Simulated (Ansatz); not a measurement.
# Cu: the cost of one run

All numbers are computed with Ansatz 0.2.0, driven from Python. The levels of theory stand in the script.

## (1) The structure

It takes space group I4/mmm (No. 139, tetragonal). Conventional cell: a = 2.886 Å, b = 2.886 Å, c = 2.752 Å, α = 90.00°, β = 90.00°, γ = 90.00°. Cu (site symmetry 4/mmm) has 10 Cu at 2.46 to 2.75 Å as nearest neighbours.

No structure file is read: the coordinates are typed or built in the script.

## (2) Script

Input file pipeline.py:

```python
'''From the given cell of Cu to a relaxed cell, its gap and its density of states.'''

import ansatz as az
import numpy as np


def count_gap(report):
    # lowest empty less highest filled band, counting bands; zero where they overlap
    return max(report.get('gap_by_band_count_ev') or 0.0, 0.0)


def setup_for(crystal, spacing):
    return (
        crystal.calculation()
        .functional('pbesol')
        .basis(35 * az.Ry)
        .pseudopotentials('paw')
        .occupations(az.OccupationsMethod.COLD)  # smearing steadies the SCF of a metal
        .kpoints(spacing=spacing)
    )

cell = (
    az.Lattice.of((-1.442793, 1.442793, 1.376081), (1.442793, -1.442793, 1.376081), (1.442793, 1.442793, -1.376081))
    .atom('Cu', (0.0, 0.0, 0.0))
)

relaxed = setup_for(cell, 0.3).relax(cell=True, force_tolerance=0.01, max_steps=40).checkpoint(write='relax.run', compress=False).run(threads=1, backend='cpu')
cell = np.asarray(relaxed.lattice.cell_ang)
print('relaxed edges (A):', np.linalg.norm(cell, axis=1).round(4), ' volume:', round(abs(np.linalg.det(cell)), 3), 'A^3')
for site in relaxed.lattice.sites:
    print(' ', site.symbol, np.round(site.position_frac, 4) + 0.0)

final = az.Crystal.from_checkpoint('relax.run')
out = setup_for(final, 0.22).functional('r2scan').stress().band_table().density_of_states(energy_step=0.05).run(threads=1, backend='cpu')
summary = out.report
dos = out.density_of_states()
print(f'pressure at the relaxed cell {np.trace(summary["stress_gpa"]) / 3:.3f} GPa, gap by band count {count_gap(summary):.3f} eV')
if count_gap(summary) == 0:
    print('states/eV at the Fermi level:', round(float(np.interp(dos.fermi_ev, dos.energies_ev, dos.spin_summed_g_bin_mean_per_ev)), 3))
```

## (3) The calls as engine input

The engine receives this input (first run):

```yaml
crystal:
  lattice:
    - [-1.442793, 1.442793, 1.376081]
    - [1.442793, -1.442793, 1.376081]
    - [1.442793, 1.442793, -1.376081]
  atoms:
    - { symbol: Cu, position: [0.0, 0.0, 0.0] }
basis:
  ecutwfc: 476.19925930478996
kpoints:
  mp_grid:
    kspacing: 0.3
hamiltonian:
  xc: pbesol
  pseudopotentials:
    kind: paw
scf:
  occupations:
    method: cold
relax:
  f_tol: 0.01
  max_steps: 40
  cell: {}
checkpoint:
  write: relax.run
  compress: false
```

## (4) Running it

Started as:

```
> python pipeline.py
```

Q: Estimate wall time and peak memory on 1 thread of Arm Neoverse V2, shared host.

About 13 s, with a peak of 0.44 GiB.
